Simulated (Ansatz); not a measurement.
two structures of Zn, a comparison of enthalpies under pressure

Computed with Ansatz 0.2.0 through its Python package.

The cells in order, each with its output:

```python
import warnings

import ansatz as az
import numpy as np
```

```python
def bcc(first, a):
    return (
        az.Lattice.bcc(a)
        .space_group(229)
        .atom(first, [0, 0, 0])
        .primitive()
    )
```

```python
def sc(A, a):
    return (
        az.Lattice.cubic(a)
        .space_group(221)
        .atom(A, [0, 0, 0])
    )
```

```python
def run_phase(name, crystal, pressure=0.0):
    calc = (
        crystal.calculation()
        .functional(az.Functional.PBESOL)
        .scf(max_iterations=100, extra_bands=2, self_checks="low")
        .basis(380)
        .accuracy("low")
        .kpoints(spacing=0.26)
        .occupations("fermi_dirac", width=0.1)
    )
    calc = calc.relax(force_tolerance=0.03, cell=True, pressure=pressure)
    return calc.run(threads=1)
```

```python
def volume_per_atom(outcome):
    return abs(np.linalg.det(outcome.lattice.cell_ang)) / len(outcome.lattice.sites)
```

```python
warnings.simplefilter("ignore", az.DeckWarning)
```

```python
phases = {}
phases["bcc"] = bcc("Zn", 3.13)
phases["sc"] = sc("Zn", 2.56)
```

```python
# enthalpy per atom at each pressure
pressures = [0, 10, 20, 30]
enthalpy, volume = {name: [] for name in phases}, {name: [] for name in phases}
for p in pressures:
    for name, crystal in phases.items():
        o = run_phase(name, crystal, pressure=p)
        volume[name].append(volume_per_atom(o))
        enthalpy[name].append(o.report["energy_sigma0_ev"] / len(o.lattice.sites) + p * volume[name][-1] / 160.21766)
gap = np.array(enthalpy["sc"]) - np.array(enthalpy["bcc"])
rows = [(p, va, vb, 1000 * d) for p, va, vb, d in zip(pressures, volume["bcc"], volume["sc"], gap)]
print("   P (GPa)  V bcc (A^3/atom)  V sc (A^3/atom)  H(sc) - H(bcc) (meV/atom)")
for row in rows:
    print(f"{row[0]:10d}  {row[1]:16.3f}  {row[2]:15.3f}  {row[3]:+25.1f}")
crossings = [p0 - g0 * (p1 - p0) / (g1 - g0) for p0, p1, g0, g1 in zip(pressures, pressures[1:], gap, gap[1:]) if g0 * g1 < 0]
print("crossing near", [round(float(p), 1) for p in crossings], "GPa") if crossings else print("no crossing in this range")
```

       P (GPa)  V bcc (A^3/atom)  V sc (A^3/atom)  H(sc) - H(bcc) (meV/atom)
             0            14.244           16.876                     +211.0
            10            13.015           14.970                     +350.9
            20            12.217           13.846                     +461.8
            30            11.628           13.056                     +556.2
    no crossing in this range

Reading the output:
- These settings explore the input space; cutoff and mesh may be short of convergence.
- The cutoff lies under the one recommended for these potentials.
- Under the recommended cutoff a pressure can be off by several GPa, even in sign.
- At a fixed pressure a relaxation lowers the enthalpy F + PV, while F alone can rise.
- For the metals among these phases the mesh is modest: differences between phases can be off by up to 40 meV an atom.
- Only these two structures are compared, at zero temperature and with their symmetry kept; either may be hypothetical, and another phase may be lower than both. Differences under about 40 meV an atom lie within the error of mesh and functional.
- The cells are prototypes set up for this calculation and needn't exist.
- The script silences the warnings on its input, which a real study should read.
- Hardware and time: 14 s on 1 thread of AMD EPYC 9R45 96-Core Processor (Zen 5) (shared host), peak memory 0.39 GiB.
